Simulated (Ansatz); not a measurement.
**Ag on Au (Gold) (111)**

This session takes Au (Gold) and sets out to cut and relax a (111) slab, then compare the adsorption sites of Ag.

The COD entry's cell or inner coordinates are ideal or old and differ from later refinements, so a difference from it is no clean test against experiment.

Computed with Ansatz 0.2.0 (DFT PBE, scalar-relativistic, plane waves, PAW, unless a step's input says otherwise).

2 further runs of the same task are left out: 2 set aside as unsound or not needed.

### 1 The system as given

It takes space group Fm-3m (No. 225, cubic). The conventional cell has a = 4.158 Å, b = 4.158 Å, c = 4.158 Å, α = 90.00°, β = 90.00°, γ = 90.00°. Around Au (site symmetry m-3m) lie 12 Au at 2.94 Å.

As a file:

```cif
data_structure
_symmetry_space_group_name_H-M 'Fm-3m'
_symmetry_Int_Tables_number 225
_cell_length_a 4.1581
_cell_length_b 4.1581
_cell_length_c 4.1581
_cell_angle_alpha 90.000
_cell_angle_beta 90.000
_cell_angle_gamma 90.000
_cell_volume 71.89
loop_
_atom_site_label
_atom_site_type_symbol
_atom_site_symmetry_multiplicity
_atom_site_Wyckoff_symbol
_atom_site_fract_x
_atom_site_fract_y
_atom_site_fract_z
_atom_site_occupancy
Au1 Au 4 a 0.00000 0.00000 0.00000 1
```

It is the result of an earlier relaxation at this level (volume 17.97 Å³/atom; gap on the mesh: none (metal)).

### 2 Cutting the slab

Miller indices refer to the conventional cell of the relaxed bulk, Fm-3m (No. 225): a = 4.158 Å, b = 4.158 Å, c = 4.158 Å, α = 90.00°, β = 90.00°, γ = 90.00°.

A (111) slab, 7.2 Å thick as cut, with 17 Å of vacuum; its outer planes are Au (top) and Au (bottom).

The slab as cut. Layers, bottom to top:

```tsv
plane	atoms per cell	height over the lowest (Å)
1	Au	0.00
2	Au	2.40
3	Au	4.80
4	Au	7.20
```

### 3 Relaxing the clean slab

input.yaml reads:

```yaml
crystal:
  lattice:
    - [2.940230095, 0.0, 0.0]
    - [-1.4701150475, 2.5463139552, 0.0]
    - [0.0, 0.0, 24.202063459]
  atoms:
    - { symbol: Au, position: [0.6666666667, 0.3333333333, 0.3512097229] }
    - { symbol: Au, position: [0.3333333333, 0.6666666667, 0.450403241] }
    - { symbol: Au, position: [0.0, 0.0, 0.549596759] }
    - { symbol: Au, position: [0.6666666667, 0.3333333333, 0.6487902771] }
basis:
  ecutwfc: 420
kpoints:
  mp_grid: { grid: [12, 12, 1] }
hamiltonian:
  xc: pbe
scf:
  occupations: { method: gaussian, width: 0.1 }
output:
  forces: true
  eigenvalues: true
  write_density: true
  write_potential: true
  elf: true
  volumetric_format: npy
relax:
  adjacent_minimum: "off"
  f_tol: 0.03
  max_steps: 70
  constraints: [{ sites: [0, 1] }]
efield:
  axis: 3
  dipole_correction: true
```

The run is started by

```
$ ansatz run input.yaml --threads 2 --pin off --max-ram 5120MiB --backend cpu --events-out ev --progress --plain --runs-dir out
```

Further runs follow: Ag at the top (Au) site; Ag at the hollow (nearest Au) site; Ag put at a bridge (Au-Au) site; start: Ag, hollow (nearest Au).

Before running it: what results should come out? Wanted: clean slab: work function; Ag: lowest end.

As calculated:

| quantity | value |
| --- | --- |
| clean slab: work function | 5.12 eV |
| Ag: lowest end | E_ads -2.51 eV, from the bridge (Au-Au) start, 3 bonded, 2.37 Å high |

**Reading.** The strongest binding of Ag is 2.51 eV, a strong chemical bond when counted from the free atom, not from the element's molecule or solid; the ends span 0.21 eV. On the way to the lowest end the anchoring atom slid 0.8 Å from where it was put. It lowers the work function by 0.56 eV, as a dipole layer with its positive end outwards does. The slab runs have no spin polarisation, while the free adsorbate has its spin; a moment that survived on the surface would lower E_ads. A start on a symmetric site keeps its symmetry, so an end may be a saddle point and not a minimum. Spin-orbit coupling is left out for Au.
